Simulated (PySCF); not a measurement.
# Zr, Zr⁺: ionisation energy in aug-cc-pVDZ-PP with ECP28

Each state of zirconium is computed at each level; their differences give the ionisation energy. How far do the methods differ?

The numbers are computed with PySCF 2.14.0 (unrestricted determinants in a Gaussian basis, no spin-orbit coupling in the energies), except any that are marked as measured or tabulated.

**1. The system**

| Property | Result |
| --- | --- |
| Element | zirconium (Z = 40) |
| Basis | aug-cc-pVDZ-PP with ECP28MDF (5s5p4d2f, 54 functions) |
| Hamiltonian | a scalar-relativistic core potential |
| State 1 | Zr: [Kr] 4d2 5s2, high-spin 3F determinant |
| State 2 | Zr⁺: [Kr] 4d2 5s1, high-spin 4F determinant |
| Methods | UHF, PBE0, M06-L, MP2 |
| Core shells frozen in the correlated runs | valence: 4s2 4p6 (for Zr) |

The outer shells:

Zr [Kr] 4d2 5s2
```
[Kr] core
4d [↑ ][↑ ][  ][  ][  ]
5s [↑↓]
```

Zr+ [Kr] 4d2 5s1
```
[Kr] core
4d [↑ ][↑ ][  ][  ][  ]
5s [↑ ]
```

The runs were made by one driver on top of PySCF. The scripts below sum up each run's settings (the driver also hands on starting orbitals that pick excited configurations, and frozen orbitals as a list rather than a count), and the logs come from the driver's own runs. The driver starts from symmetry-adapted Hartree-Fock orbitals, holds the occupation by maximum overlap and uses a logarithmic radial grid for functionals, so a plain start would take other cycles.

It was started by

```sh
> OMP_NUM_THREADS=1 python atomrun2.py TASK.json OUT
```

The integrals over 54 functions and the set-up took 0.26 s of CPU time.

**2. Zr**

UHF:

input.py

```python
from pyscf import gto, scf, dft, mp, cc
import basis_set_exchange as bse
txt = bse.get_basis("aug-cc-pVDZ-PP", elements=["Zr"], fmt="nwchem", header=False)
cut = txt.index("\nECP")
mol = gto.M(atom="Zr 0 0 0", charge=0, spin=2, symmetry="D2h",
            basis=gto.basis.parse(txt[:cut]),
            ecp={"Zr": gto.basis.parse_ecp(txt[cut:])})
mf = scf.UHF(mol)
mf.irrep_nelec = {'Ag': (3, 2), 'B1g': (1, 0), 'B1u': (1, 1), 'B2u': (1, 1), 'B3u': (1, 1)}
mf.kernel()
```

PBE0:

Changes to input.py:

```diff
@@ -7,3 +7,3 @@
             ecp={"Zr": gto.basis.parse_ecp(txt[cut:])})
-mf = scf.UHF(mol)
+mf = dft.UKS(mol, xc="PBE0")
 mf.irrep_nelec = {'Ag': (3, 2), 'B1g': (1, 0), 'B1u': (1, 1), 'B2u': (1, 1), 'B3u': (1, 1)}
```

M06-L:

Changes to input.py:

```diff
@@ -7,3 +7,3 @@
             ecp={"Zr": gto.basis.parse_ecp(txt[cut:])})
-mf = dft.UKS(mol, xc="PBE0")
+mf = dft.UKS(mol, xc="M06L")
 mf.irrep_nelec = {'Ag': (3, 2), 'B1g': (1, 0), 'B1u': (1, 1), 'B2u': (1, 1), 'B3u': (1, 1)}
```

MP2 (valence):

Changes to input.py:

```diff
@@ -7,4 +7,5 @@
             ecp={"Zr": gto.basis.parse_ecp(txt[cut:])})
-mf = dft.UKS(mol, xc="M06L")
+mf = scf.UHF(mol)
 mf.irrep_nelec = {'Ag': (3, 2), 'B1g': (1, 0), 'B1u': (1, 1), 'B2u': (1, 1), 'B3u': (1, 1)}
 mf.kernel()
+mp.UMP2(mf, frozen=4).kernel()
```

**3. Zr⁺: the ladder of methods**

UHF:

input.py

```python
from pyscf import gto, scf, dft, mp, cc
import basis_set_exchange as bse
txt = bse.get_basis("aug-cc-pVDZ-PP", elements=["Zr"], fmt="nwchem", header=False)
cut = txt.index("\nECP")
mol = gto.M(atom="Zr 0 0 0", charge=1, spin=3, symmetry="D2h",
            basis=gto.basis.parse(txt[:cut]),
            ecp={"Zr": gto.basis.parse_ecp(txt[cut:])})
mf = scf.UHF(mol)
mf.irrep_nelec = {'Ag': (3, 1), 'B1g': (1, 0), 'B1u': (1, 1), 'B2u': (1, 1), 'B3u': (1, 1)}
mf.kernel()
```

PBE0:

Changes to input.py:

```diff
@@ -7,3 +7,3 @@
             ecp={"Zr": gto.basis.parse_ecp(txt[cut:])})
-mf = scf.UHF(mol)
+mf = dft.UKS(mol, xc="PBE0")
 mf.irrep_nelec = {'Ag': (3, 1), 'B1g': (1, 0), 'B1u': (1, 1), 'B2u': (1, 1), 'B3u': (1, 1)}
```

M06-L:

Changes to input.py:

```diff
@@ -7,3 +7,3 @@
             ecp={"Zr": gto.basis.parse_ecp(txt[cut:])})
-mf = dft.UKS(mol, xc="PBE0")
+mf = dft.UKS(mol, xc="M06L")
 mf.irrep_nelec = {'Ag': (3, 1), 'B1g': (1, 0), 'B1u': (1, 1), 'B2u': (1, 1), 'B3u': (1, 1)}
```

MP2 (valence):

Changes to input.py:

```diff
@@ -7,4 +7,5 @@
             ecp={"Zr": gto.basis.parse_ecp(txt[cut:])})
-mf = dft.UKS(mol, xc="M06L")
+mf = scf.UHF(mol)
 mf.irrep_nelec = {'Ag': (3, 1), 'B1g': (1, 0), 'B1u': (1, 1), 'B2u': (1, 1), 'B3u': (1, 1)}
 mf.kernel()
+mp.UMP2(mf, frozen=4).kernel()
```

**Question.** What will these runs give?

The runs gave:

```
             quantity                                               value
ionisation energy, Zr  UHF 5.219, MP2 (valence) 6.080 eV; reference 6.639
```

Each level's miss and price (over 1 difference):

```
           method  mean absolute miss against the measured value (with the measured fine structure taken into account where it is known) (eV)  CPU time, both states (s)
              UHF                                                                                                                       1.420                       0.72
             PBE0                                                                                                                       0.315                        1.5
            M06-L                                                                                                                       0.170                        3.8
    MP2 (valence)                                                                                                                       0.558                       0.83
SCS-MP2 (valence)                                                                                                                       0.387                       0.83
```

**Reading.** M06-L lands nearest to the measured value (off by 0.17 eV); UHF misses by most (1.42 eV). Hartree-Fock falls short because the species with more electrons holds more correlation energy, which it lacks. All values hold for this basis alone; no basis-set limit was taken. The dearest level timed, M06-L, costs 5.3 times the cheapest, UHF, and differs from the measured value (with the measured fine structure taken into account where it is known) by 0.17 against 1.42 eV.
